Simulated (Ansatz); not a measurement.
# TaTiSi4: the cost of one run

Method: DFT PBE, scalar-relativistic, plane waves, PAW, in Ansatz 0.2.0.

1 further run of the same task is left out (set aside as unsound or not needed).

**1. The starting structure**

It takes space group F222 (No. 22, orthorhombic). Conventional cell: a = 4.813 Å, b = 8.328 Å, c = 8.635 Å, α = 90.00°, β = 90.00°, γ = 90.00°. Around Ti (site symmetry 222) lie 10 Si at 2.58 to 2.88 Å. Ta (site symmetry 222) has 10 Si at 2.60 to 2.83 Å as nearest neighbours. Around Si (site symmetry 2) lie 5 Si at 2.53 to 2.89 Å and 2 Ta at 2.60 Å and 3 Ti at 2.73 to 2.88 Å. Si (site symmetry 2) has 5 Si at 2.53 to 2.83 Å and 2 Ti at 2.58 Å and 3 Ta at 2.75 to 2.83 Å as nearest neighbours.

As a file:

```
CELL_PARAMETERS angstrom
0.00000 4.16389 4.31771
2.40649 0.00000 4.31771
2.40649 4.16389 0.00000
ATOMIC_POSITIONS crystal
Ti 0.75000 0.75000 0.75000
Ta 0.50000 0.50000 0.50000
Si 0.09585 0.40415 0.09585
Si 0.40415 0.09585 0.40415
Si 0.16072 0.83928 0.16072
Si 0.83928 0.16072 0.83928
```

It is the end of an earlier relaxation with the same method, from a generated guess; it is a trial structure. At a tolerance of 0.05 Å it has space group F222 (No. 22); it has 14.42 Å³/atom, an uncorrected energy of -0.52 eV/atom over the elements.

**2. Static run: bands, density of states and charges**

The input, input.yaml:

```yaml
crystal:
  lattice:
    - [0.0, 4.1638892, 4.3177062]
    - [2.4064891, 0.0, 4.3177062]
    - [2.4064891, 4.1638892, 0.0]
  atoms:
    - { symbol: Ti, position: [0.75, 0.75, 0.75] }
    - { symbol: Ta, position: [0.5, 0.5, 0.5] }
    - { symbol: Si, position: [0.095849, 0.404151, 0.095849] }
    - { symbol: Si, position: [0.404151, 0.095849, 0.404151] }
    - { symbol: Si, position: [0.160721, 0.839279, 0.160721] }
    - { symbol: Si, position: [0.839279, 0.160721, 0.839279] }
basis:
  ecutwfc: 420
kpoints:
  mp_grid: { grid: [10, 10, 10] }
  band_path:
    path:
      - [[0.0, 0.0, 0.0], [0.5, 0.0, 0.5], [1.0, 0.5, 0.5], [0.5, 0.5, 0.0], [0.0, 0.0, 0.0], [0.0, 0.41116518, 0.41116518]]
      - [[1.0, 0.58883482, 0.58883482], [1.0, 0.5, 0.5]]
      - [[0.5, 0.0, 0.5], [0.5, 0.24415634, 0.74415634]]
      - [[0.5, 0.75584366, 0.25584366], [0.5, 0.5, 0.0]]
    npoints: 14
hamiltonian:
  xc: pbe
scf:
  occupations: { method: gaussian, width: 0.1 }
  n_extra_bands: 15
output:
  forces: true
  stress: true
  eigenvalues: true
  populations: true
  dos: { projected: true, de: 0.02, nscf_kmesh: { grid: [12, 12, 12] } }
  bader: true
```

The run is started by

```console
ansatz run input.yaml --threads 4 --pin off --max-ram 8192MiB --backend cpu --events-out ev --progress --plain --runs-dir out
```

What time and memory should one allow on 4 threads of Arm Neoverse V1, shared host?

About 58 s, with a peak of 0.88 GiB.
